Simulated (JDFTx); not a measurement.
# AlPt (Pm-3m) in JDFTx: equation of state

Aim: energy against volume of AlPt in PBEsol, for its equilibrium volume and stiffness.

Everything below comes from runs of JDFTx 1.7.0 (patched build). Logs are shortened: lines on timing, memory, paths and dates and some standing lists are left out, and cuts for length are marked. The log counts tension as positive stress, the text compression.

### 1 The crystal as given

It takes space group Pm-3m (No. 221, cubic). The conventional cell has a = 3.092 Å, b = 3.092 Å, c = 3.092 Å, α = 90.00°, β = 90.00°, γ = 90.00°. Pt (site symmetry m-3m) has 8 Al at 2.68 Å as nearest neighbours. Around Al (site symmetry m-3m) lie 8 Pt at 2.68 Å.

Measurements of this composition are mostly on another form, of space group No. 198.

### 2 Equation of state, PBEsol, 13.89 Å³/atom (volume scaled by 0.94)

Input file AlPt.in:

```
lattice \
    5.7229137115     0.0000000000     0.0000000000 \
    0.0000000000     5.7229137115     0.0000000000 \
    0.0000000000     0.0000000000     5.7229137115
coords-type Lattice
ion Pt     0.5000000000     0.5000000000     0.5000000000 1
ion Al     0.0000000000     0.0000000000     0.0000000000 1

ion-species pseudo/Pt.upf
ion-species pseudo/Al.upf
elec-cutoff 42 336
elec-ex-corr gga-PBEsol
kpoint-folding 9 9 9
elec-smearing Fermi 0.0018374661
elec-n-bands 17
electronic-SCF nIterations 100 energyDiffThreshold 1e-09
electronic-minimize nIterations 30 energyDiffThreshold 1e-7
forces-output-coords Cartesian

dump-name run.$VAR
dump End Ecomponents EigStats BandEigs Kpoints Forces Stress
```

Potentials or basis: PseudoDojo-SR-PBEsol-0.4.1-standard with smoothed tails.

Launch:

```console
$ jdftx -c 1 -i AlPt.in -o AlPt.out
```

Standard output:

```text
*************** JDFTx 1.7.0 (patched build) ***************

Input parsed successfully to the following command list (including defaults):
[... the input with its defaults ...]

---------- Setting up symmetries ----------

Found 48 point-group symmetries of the bravais lattice
Found 48 space-group symmetries with basis
Applied RMS atom displacement 0 bohrs to make symmetries exact.

---------- Initializing the Grid ----------
R =
[      5.72291            0            0  ]
[            0      5.72291            0  ]
[            0            0      5.72291  ]
unit cell volume = 187.435
G =
[     1.0979          0          0  ]
[          0     1.0979          0  ]
[          0          0     1.0979  ]
Minimum fftbox size, Smin = [  48  48  48  ]
Chosen fftbox size, S = [  48  48  48  ]

---------- Initializing tighter grid for wavefunction operations ----------
R =
[      5.72291            0            0  ]
[            0      5.72291            0  ]
[            0            0      5.72291  ]
unit cell volume = 187.435
G =
[     1.0979          0          0  ]
[          0     1.0979          0  ]
[          0          0     1.0979  ]
Minimum fftbox size, Smin = [  36  36  36  ]
Chosen fftbox size, S = [  36  36  36  ]

---------- Exchange Correlation functional ----------
Initalized PBEsol GGA exchange.
Initalized PBEsol GGA correlation.

---------- Setting up pseudopotentials ----------
Width of ionic core gaussian charges (only for fluid interactions / plotting) set to 0

Reading pseudopotential file 'pseudo/Pt.upf':
  'Pt' pseudopotential, 'PBESOL' functional
  Generated using ONCVPSP code by D. R. Hamann
  18 valence electrons, 4 orbitals, 8 projectors, 1001 radial grid points, with lMax = 3
    5S    l: 0   occupation:  2.0   eigenvalue: -3.744084
    5P    l: 1   occupation:  6.0   eigenvalue: -2.059473
    5D    l: 2   occupation:  9.0   eigenvalue: -0.226650
    6S    l: 0   occupation:  1.0   eigenvalue: -0.209389
  Core radius for overlap checks: 1.88 bohrs.

Reading pseudopotential file 'pseudo/Al.upf':
  'Al' pseudopotential, 'PBESOL' functional
  Generated using ONCVPSP code by D. R. Hamann
  3 valence electrons, 2 orbitals, 6 projectors, 1001 radial grid points, with lMax = 2
    3S    l: 0   occupation:  2.0   eigenvalue: -0.283523
    3P    l: 1   occupation:  1.0   eigenvalue: -0.098840
  Core radius for overlap checks: 1.74 bohrs.

Initialized 2 species with 2 total atoms.

Folded 1 k-points by 9x9x9 to 729 k-points.

---------- Setting up k-points, bands, fillings ----------
Reduced to 35 k-points under symmetry.
Computing the number of bands and number of electrons
Calculating initial fillings.
nElectrons:  21.000000   nBands: 17   nStates: 35

----- Setting up reduced wavefunction bases (one per k-point) -----
average nbasis = 2435.609 , ideal nbasis = 2436.798

---------- Setting up ewald sum ----------
Optimum gaussian width for ewald sums = 2.034022 bohr.
Real space sum over 1331 unit cells with max indices [  5  5  5  ]
Reciprocal space sum over 2197 terms with max indices [  6  6  6  ]

---------- Allocating electronic variables ----------
Initializing wave functions:  linear combination of atomic orbitals
Note: number of bands (17) exceeds available atomic orbitals (14)
Pt pseudo-atom occupations:   s ( 2 0 )  p ( 6 )  d ( 10 )
Al pseudo-atom occupations:   s ( 2 )  p ( 1 )
	FillingsUpdate:  mu: +0.632967218  nElectrons: 21.000000
LCAOMinimize: Iter:   0  F: -122.9964382234355469  |grad|_K:  1.516e-02  alpha:  1.000e+00
	FillingsUpdate:  mu: +0.752323551  nElectrons: 21.000000
LCAOMinimize: Iter:   1  F: -123.3052848769154224  |grad|_K:  4.281e-03  alpha:  4.719e-01  linmin:  3.538e-01  cgtest: -1.309e+00
LCAOMinimize: 	Bad step direction: g.d > 0.
[... 14 lines of inner loops ...]
	FillingsUpdate:  mu: +0.694179528  nElectrons: 21.000000
LCAOMinimize: Iter:   8  F: -123.3458139636314570  |grad|_K:  2.086e-08  alpha:  7.926e-01  linmin: -3.923e-02  cgtest:  2.228e-01
LCAOMinimize: Encountered beta<0, resetting CG.
LCAOMinimize: Converged (|Delta F|<1.000000e-06 for 2 iters).

-------- Electronic minimization -----------
Will mix electronic density at each iteration.
	FillingsUpdate:  mu: +0.694179528  nElectrons: 21.000000
	FillingsUpdate:  mu: +0.681666462  nElectrons: 21.000000
SCF: Cycle:  0   F: -123.404492273260601   dF: -5.868e-02   |Residual|: 7.098e-02   |deigs|: 3.526e-01
	FillingsUpdate:  mu: +0.668322486  nElectrons: 21.000000
SCF: Cycle:  1   F: -123.412931194021581   dF: -8.439e-03   |Residual|: 1.693e-02   |deigs|: 1.881e-02
	FillingsUpdate:  mu: +0.670115597  nElectrons: 21.000000
SCF: Cycle:  2   F: -123.413198090394175   dF: -2.669e-04   |Residual|: 7.645e-03   |deigs|: 2.964e-03
	FillingsUpdate:  mu: +0.670082154  nElectrons: 21.000000
SCF: Cycle:  3   F: -123.413200950370481   dF: -2.860e-06   |Residual|: 1.262e-03   |deigs|: 3.414e-04
	FillingsUpdate:  mu: +0.669972775  nElectrons: 21.000000
SCF: Cycle:  4   F: -123.413202396985326   dF: -1.447e-06   |Residual|: 5.079e-04   |deigs|: 2.043e-04
	FillingsUpdate:  mu: +0.669941822  nElectrons: 21.000000
SCF: Cycle:  5   F: -123.413202528363769   dF: -1.314e-07   |Residual|: 1.797e-04   |deigs|: 8.641e-05
	FillingsUpdate:  mu: +0.669952424  nElectrons: 21.000000
SCF: Cycle:  6   F: -123.413202579364025   dF: -5.100e-08   |Residual|: 1.041e-04   |deigs|: 3.753e-05
	FillingsUpdate:  mu: +0.669965057  nElectrons: 21.000000
SCF: Cycle:  7   F: -123.413202596183766   dF: -1.682e-08   |Residual|: 2.148e-05   |deigs|: 3.311e-05
	FillingsUpdate:  mu: +0.669963099  nElectrons: 21.000000
SCF: Cycle:  8   F: -123.413202599554523   dF: -3.371e-09   |Residual|: 9.690e-06   |deigs|: 1.786e-05
	FillingsUpdate:  mu: +0.669963215  nElectrons: 21.000000
SCF: Cycle:  9   F: -123.413202600562400   dF: -1.008e-09   |Residual|: 9.682e-06   |deigs|: 1.312e-05
	FillingsUpdate:  mu: +0.669962080  nElectrons: 21.000000
SCF: Cycle: 10   F: -123.413202601017730   dF: -4.553e-10   |Residual|: 8.180e-06   |deigs|: 1.155e-05
	FillingsUpdate:  mu: +0.669962069  nElectrons: 21.000000
SCF: Cycle: 11   F: -123.413202601126798   dF: -1.091e-10   |Residual|: 1.240e-06   |deigs|: 8.739e-06
SCF: Converged (|Delta E|<1.000000e-09 for 2 iters).

Setting wave functions to eigenvectors of Hamiltonian

# Stress tensor in Cartesian coordinates [Eh/a0^3]:
[ -0.000224742            0            0  ]
[            0 -0.000224742            0  ]
[            0            0 -0.000224742  ]

# Ionic positions in lattice coordinates:
ion Pt   0.500000000000000   0.500000000000000   0.500000000000000 1
ion Al   0.000000000000000   0.000000000000000   0.000000000000000 1

# Forces in Cartesian coordinates:
force Pt  -0.000000000000000  -0.000000000000000  -0.000000000000000 1
force Al  -0.000000000000000  -0.000000000000000  -0.000000000000000 1

# Energy components:
   Eewald =      -90.1139871598496569
       EH =       28.9797856349247205
     Eloc =      -93.6299779263875109
      Enl =        8.3176506218157318
      Exc =      -24.8386067428508852
 Exc_core =        9.5316286240735675
       KE =       38.3405557343908754
-------------------------------------
     Etot =     -123.4129512138831331
       TS =        0.0002513872436682
-------------------------------------
        F =     -123.4132026011267982

IonicMinimize: Iter:   0  F: -123.413202601126798  |grad|_K:       -nan
IonicMinimize: None of the convergence criteria satisfied after 0 iterations.

#--- Lowdin population analysis ---
# oxidation-state Pt +0.285
# oxidation-state Al -0.145

Dumping 'run.eigStats' ...
	eMin: -2.976201 at state 0 ( [ +0.000000 +0.000000 +0.000000 ] spin 0 )
	HOMO: +0.668972 at state 17 ( [ +0.111111 +0.111111 +0.333333 ] spin 0 )
	mu  : +0.669962
	LUMO: +0.671719 at state 12 ( [ +0.000000 +0.333333 +0.333333 ] spin 0 )
	eMax: +1.396180 at state 0 ( [ +0.000000 +0.000000 +0.000000 ] spin 0 )
	HOMO-LUMO gap: +0.002747
	Optical gap  : +0.061332 at state 33 ( [ +0.333333 +0.444444 +0.444444 ] spin 0 )
Done!
```

Wall time 54 s (1 thread of Intel Xeon at 2.70GHz, shared host); peak memory 0.13 GiB.

What came out:

| Quantity | Value |
| --- | --- |
| Free energy | -3358.2443 eV |
| Pressure | 6.6 GPa |
| Band gap on the k mesh | none (metal or under the smearing width) |

### 3 Equation of state, PBEsol, 14.18 Å³/atom (volume scaled by 0.96)

Changes to AlPt.in since step 2:

```diff
@@ -1,5 +1,5 @@
 lattice \
-    5.7229137115     0.0000000000     0.0000000000 \
-    0.0000000000     5.7229137115     0.0000000000 \
-    0.0000000000     0.0000000000     5.7229137115
+    5.7632172485     0.0000000000     0.0000000000 \
+    0.0000000000     5.7632172485     0.0000000000 \
+    0.0000000000     0.0000000000     5.7632172485
 coords-type Lattice
@@ -20,2 +20,2 @@
 dump-name run.$VAR
-dump End Ecomponents EigStats BandEigs Kpoints Forces Stress
+dump End Ecomponents EigStats BandEigs Kpoints Forces Stress ElecDensity Dtot KEdensity
```

Potentials or basis: PseudoDojo-SR-PBEsol-0.4.1-standard with smoothed tails.

Launch:

```console
$ jdftx -c 1 -i AlPt.in -o AlPt.out
```

Run time: 51 s. Hardware: 1 thread of Intel Xeon at 2.70GHz, shared host; peak memory 0.14 GiB.

It converged, with:

| Property | Result |
| --- | --- |
| Free energy | -3358.2600 eV |
| Pressure | 1.9 GPa |
| Band gap on the k mesh | none (metal or under the smearing width) |

### 4 Equation of state, PBEsol, 14.48 Å³/atom (volume scaled by 0.98)

Changes to AlPt.in since step 3:

```diff
@@ -1,5 +1,5 @@
 lattice \
-    5.7632172485     0.0000000000     0.0000000000 \
-    0.0000000000     5.7632172485     0.0000000000 \
-    0.0000000000     0.0000000000     5.7632172485
+    5.8029648304     0.0000000000     0.0000000000 \
+    0.0000000000     5.8029648304     0.0000000000 \
+    0.0000000000     0.0000000000     5.8029648304
 coords-type Lattice
```

Launch:

```console
$ jdftx -c 1 -i AlPt.in -o AlPt.out
```

Run time: 52 s. Hardware: 1 thread of Intel Xeon at 2.70GHz, shared host; peak memory 0.14 GiB.

The run converged. Its results:

```
Free energy            : -3358.2593 eV
Pressure               : -2.3 GPa
Band gap on the k mesh : none (metal or under the smearing width)
```

### 5 Equation of state, PBEsol, 14.77 Å³/atom

Changes to AlPt.in since step 4:

```diff
@@ -1,5 +1,5 @@
 lattice \
-    5.8029648304     0.0000000000     0.0000000000 \
-    0.0000000000     5.8029648304     0.0000000000 \
-    0.0000000000     0.0000000000     5.8029648304
+    5.8421752417     0.0000000000     0.0000000000 \
+    0.0000000000     5.8421752417     0.0000000000 \
+    0.0000000000     0.0000000000     5.8421752417
 coords-type Lattice
```

Launch:

```console
$ jdftx -c 1 -i AlPt.in -o AlPt.out
```

Wall time 62 s (1 thread of Intel Xeon at 2.70GHz, shared host); peak memory 0.15 GiB.

It converged, with:

| Item | Value |
| --- | --- |
| Free energy | -3358.2441 eV |
| Pressure | -6.0 GPa |
| Band gap on the k mesh | none (metal or under the smearing width) |

### 6 Equation of state, PBEsol, 15.07 Å³/atom (volume scaled by 1.02)

Changes to AlPt.in since step 5:

```diff
@@ -1,5 +1,5 @@
 lattice \
-    5.8421752417     0.0000000000     0.0000000000 \
-    0.0000000000     5.8421752417     0.0000000000 \
-    0.0000000000     0.0000000000     5.8421752417
+    5.8808662714     0.0000000000     0.0000000000 \
+    0.0000000000     5.8808662714     0.0000000000 \
+    0.0000000000     0.0000000000     5.8808662714
 coords-type Lattice
```

Potentials or basis: PseudoDojo-SR-PBEsol-0.4.1-standard with smoothed tails.

Launch:

```console
$ jdftx -c 1 -i AlPt.in -o AlPt.out
```

It took 55 s on 1 thread of Intel Xeon at 2.70GHz, shared host; peak memory 0.15 GiB.

Results (log left out):

```yaml
Free_energy: -3358.2160 eV
Pressure: -9.3 GPa
Band_gap_on_the_k_mesh: none (metal or under the smearing width)
```

### 7 Equation of state, PBEsol, 15.36 Å³/atom (volume scaled by 1.04)

Changes to AlPt.in since step 6:

```diff
@@ -1,5 +1,5 @@
 lattice \
-    5.8808662714     0.0000000000     0.0000000000 \
-    0.0000000000     5.8808662714     0.0000000000 \
-    0.0000000000     0.0000000000     5.8808662714
+    5.9190547848     0.0000000000     0.0000000000 \
+    0.0000000000     5.9190547848     0.0000000000 \
+    0.0000000000     0.0000000000     5.9190547848
 coords-type Lattice
```

Launch:

```console
$ jdftx -c 1 -i AlPt.in -o AlPt.out
```

It took 62 s on 1 thread of Intel Xeon at 2.70GHz, shared host; peak memory 0.16 GiB.

The run converged. Its results:

```
Free energy            : -3358.1765 eV
Pressure               : -12.2 GPa
Band gap on the k mesh : none (metal or under the smearing width)
```

### 8 Equation of state, PBEsol, 15.66 Å³/atom (volume scaled by 1.06)

Changes to AlPt.in since step 7:

```diff
@@ -1,5 +1,5 @@
 lattice \
-    5.9190547848     0.0000000000     0.0000000000 \
-    0.0000000000     5.9190547848     0.0000000000 \
-    0.0000000000     0.0000000000     5.9190547848
+    5.9567567872     0.0000000000     0.0000000000 \
+    0.0000000000     5.9567567872     0.0000000000 \
+    0.0000000000     0.0000000000     5.9567567872
 coords-type Lattice
```

Launch:

```console
$ jdftx -c 1 -i AlPt.in -o AlPt.out
```

It took 62 s on 1 thread of Intel Xeon at 2.70GHz, shared host; peak memory 0.16 GiB.

The run converged. Its results:

| Quantity | Value |
| --- | --- |
| Free energy | -3358.1268 eV |
| Pressure | -14.8 GPa |
| Band gap on the k mesh | none (metal or under the smearing width) |

### 9 Equation of state, PBEsol

Potentials or basis: PseudoDojo-SR-PBEsol-0.4.1-standard with smoothed tails.

No new run: the results of the series are fitted here.

What came out:

```
Equilibrium volume                      : 14.32 Å³/atom
Bulk modulus                            : 203 GPa
Pressure derivative of the bulk modulus : 4.7
```

Energy against volume, from the lowest point:
```tsv
volume (Å³/atom)	energy (meV/atom)
13.888	7.83
14.183	0.00
14.478	0.33
14.774	7.93
15.069	21.98
15.365	41.76
15.660	66.61
```
